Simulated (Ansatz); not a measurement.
Crystal: Ta3AsAu2O13.

```
CELL_PARAMETERS angstrom
5.24237 3.02668 4.14273
-5.24237 3.02668 4.14273
0.00000 -6.05337 4.14273
ATOMIC_POSITIONS crystal
Ta 0.23108 0.57229 0.23108
Ta 0.23108 0.23108 0.57229
Ta 0.57229 0.23108 0.23108
As 0.55878 0.55878 0.55878
Au 0.96559 0.96559 0.96559
Au 0.75105 0.75105 0.75105
O 0.40884 0.66762 0.40884
O 0.40884 0.40884 0.66762
O 0.66762 0.40884 0.40884
O 0.49726 0.01313 0.36024
O 0.36024 0.49726 0.01313
O 0.01313 0.36024 0.49726
O 0.36024 0.01313 0.49726
O 0.01313 0.49726 0.36024
O 0.49726 0.36024 0.01313
O 0.10963 0.74806 0.10963
O 0.10963 0.10963 0.74806
O 0.74806 0.10963 0.10963
O 0.30840 0.30840 0.30840
```

The cell was built by a generator and needn't be a form met in nature.

| Item | Value |
| --- | --- |
| Program | Ansatz 0.2.0 |
| Task | relaxation of cell and atoms |
| Functional | r2SCAN |
| Dispersion | D4 |
| Potentials or basis | Ansatz PAW |
| Cutoff | 500 eV (not typed: the program's choice for these potentials) |
| k mesh | 3 × 3 × 3 |
| Occupations | fermi-dirac, width 0.05 eV |
| Spin | no spin polarisation |

At the start: volume 20.76 Å³/atom.

Problem. Where does the relaxation end?

Solution. It ends after 8 steps and the volume is 19.66 Å³/atom (-5.3 %); space group R3m (No. 160, to 0.05 Å).

The path:
```csv
step,energy change (eV),largest force (eV/Å),volume (Å³)
1,0.0000,0.5241,394.40
2,-0.1501,0.4139,376.02
3,-0.1760,0.1025,375.24
4,-0.1806,0.0410,374.16
5,-0.1818,0.0153,373.59
6,-0.1819,0.0101,373.57
7,-0.1819,0.0071,373.57
8,-0.1743,0.0072,373.57
```

Final structure:
```xyz
19
Lattice="5.2021 3.0034 3.9851 -5.2021 3.0034 3.9851 0.0000 -6.0068 3.9850" Properties=species:S:1:pos:R:3 pbc="T T T"
Ta   -1.7749    1.0247    4.0934
Ta    0.0000   -2.0494    4.0934
Ta    1.7749    1.0247    4.0934
As    0.0000    0.0000    6.7256
Au    0.0000    0.0000   11.6679
Au    0.0000    0.0000    9.0618
O    -1.3274    0.7664    5.9334
O     0.0000   -1.5328    5.9334
O     1.3274    0.7664    5.9334
O     2.5268   -0.6374    3.4407
O    -0.7114    2.5070    3.4407
O    -1.8154   -1.8696    3.4407
O     1.8154   -1.8696    3.4407
O    -2.5268   -0.6374    3.4407
O     0.7114    2.5070    3.4407
O    -3.3246    1.9194    3.8684
O     0.0000   -3.8389    3.8684
O     3.3246    1.9194    3.8684
O     0.0000    0.0000    3.6101
```

Caveat: the plane-wave basis is chosen anew once the cell has moved, so the energies of steps on either side of that aren't comparable; the PAW data sets come from PBE, with cores solved anew for the run's functional, which leaves a small shift of forces and pressure.
